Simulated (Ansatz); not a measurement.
AlGeH5, SMILES [AlH2][GeH3], vertical and adiabatic energies of changing the electron count

With Ansatz 0.2.0 through its Python package.

Run as a notebook:

**Cell 1**
```python
import itertools

import ansatz as az
from ase.data import atomic_numbers, covalent_radii
import numpy as np
```

**Cell 2**
```python
molecule = (
    az.Crystal.molecule()
    .atom("Al", (-0.4066, -1.3453, 0.3543))
    .atom("Ge", (0.2048, 1.0093, -0.0691))
    .atom("H", (0.6503, -2.3165, 0.7974))
    .atom("H", (-1.4625, -1.9288, -0.6473))
    .atom("H", (-0.3389, 1.4623, -1.4613))
    .atom("H", (-0.368, 1.9367, 1.0461))
    .atom("H", (1.7822, 1.1142, -0.0657))
)

base = (
    molecule.calculation()
    .basis(gaussian="def2-SVP")  # the orbital basis, by name
    .functional("pbe0")
)
symbols = [site.symbol for site in molecule.cartesian_sites]
start = np.array([site.position_ang for site in molecule.cartesian_sites], dtype=float)
summary = base.relax(force_tolerance=0.01).run(threads=1).report
end = np.array(summary["positions_ang"])

minimum = az.Crystal.molecule()
for symbol, place in zip(symbols, end):
    minimum = minimum.atom(symbol, place.tolist())
ion = (
    minimum.calculation()
    .basis(gaussian="def2-SVP")  # the orbital basis, by name
    .functional("pbe0")
    .charge(1)  # electrons removed from the neutral system
    .spin("collinear", total=1)  # spin-polarised run
)
vertical = ion.run(threads=1).report
settled = ion.relax(force_tolerance=0.01, max_steps=80).run(threads=1).report
print(f"vertical ionisation energy   {vertical['free_energy_ev'] - summary['free_energy_ev']:.3f} eV")
print(f"adiabatic, no zero point     {settled['free_energy_ev'] - summary['free_energy_ev']:.3f} eV")
print(f"relaxation energy of the ion {vertical['free_energy_ev'] - settled['free_energy_ev']:.3f} eV")
ionised = np.array(settled["positions_ang"])
# pairs closer than 1.2 times the sum of covalent radii, before or after
radius = [covalent_radii[atomic_numbers[s]] for s in symbols]
span = lambda where, i, j: np.linalg.norm(where[i] - where[j])
bonded = [(i, j) for i, j in itertools.combinations(range(len(symbols)), 2) if min(span(end, i, j), span(ionised, i, j)) < 1.2 * (radius[i] + radius[j])]
print("pair        before    after (A)")
for i, j in bonded:
    print(f"{symbols[i]}{i}-{symbols[j]}{j}".ljust(10), f"{span(end, i, j):8.4f} {span(ionised, i, j):8.4f}")
```
Output:
```text
vertical ionisation energy   9.707 eV
adiabatic, no zero point     8.874 eV
relaxation energy of the ion 0.833 eV
pair        before    after (A)
Al0-Ge1      2.4790   2.8185
Al0-H2       1.5923   1.5703
Al0-H3       1.5922   1.5703
Ge1-H4       1.5435   1.5266
Ge1-H5       1.5469   1.5317
Ge1-H6       1.5436   1.5267
```

Reading the output:
- The settings weren't tested for convergence.
- The energies are electronic: no zero-point or thermal terms, and the basis set is short of its limit. The product may relax into another structure. Each relaxation finds its nearest minimum, which needn't be the lowest.
- Wall time of the script: 54 s on 1 thread of Arm Neoverse V1, on a shared host, peak memory 0.28 GiB.
